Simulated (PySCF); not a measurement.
# CH5GeNSi: the cost of one run

The runs use PySCF 2.14.0, with density-fitted response routines of our own; the level of theory stands in each step. All values are computed, except where a source is named. Atoms count from 0, in the outputs and in this text.

### 1 The starting structure

9 atoms, charge 0, multiplicity 1; geometry from: GFN2-xTB. The atoms were then displaced at random by about 0.01 Å, so the start is not that level's minimum.

Bonds of the start (Å): N0–C1 1.18, C1–Ge2 1.93, Ge2–Si3 2.30, Ge2–H4 1.51, Ge2–H5 1.51, Si3–H6 1.46, Si3–H7 1.48, Si3–H8 1.48.

### 2 Optimising the geometry at PBE0-D3(BJ)/def2-SVP

Job settings and geometry (Å):

```
{"job": {"xc": "PBE0", "basis": "def2-SVP", "d3": "d3bj", "grid": 1, "shake": 0.01, "kind": "geom"}, "charge": 0, "multiplicity": 1}
N      2.898960    -1.207060    -0.381500
C      2.018380    -0.438680    -0.230840
Ge     0.526320     0.752770     0.023040
Si    -1.451220    -0.417170     0.078700
H      0.973830     1.494350     1.261210
H      0.766010     1.762520    -1.076850
H     -1.653640    -1.120470    -1.189210
H     -2.566300     0.531650     0.278880
H     -1.454530    -1.375070     1.202860
```

Command:

```sh
> OMP_NUM_THREADS=1 python probes_run.py task.json out
```

This one command runs all jobs of the session in turn.

Q: Estimate the wall time and peak memory of this first job on 1 thread of Arm Neoverse V1, shared host.

About 27 s, with a peak of 0.41 GiB.
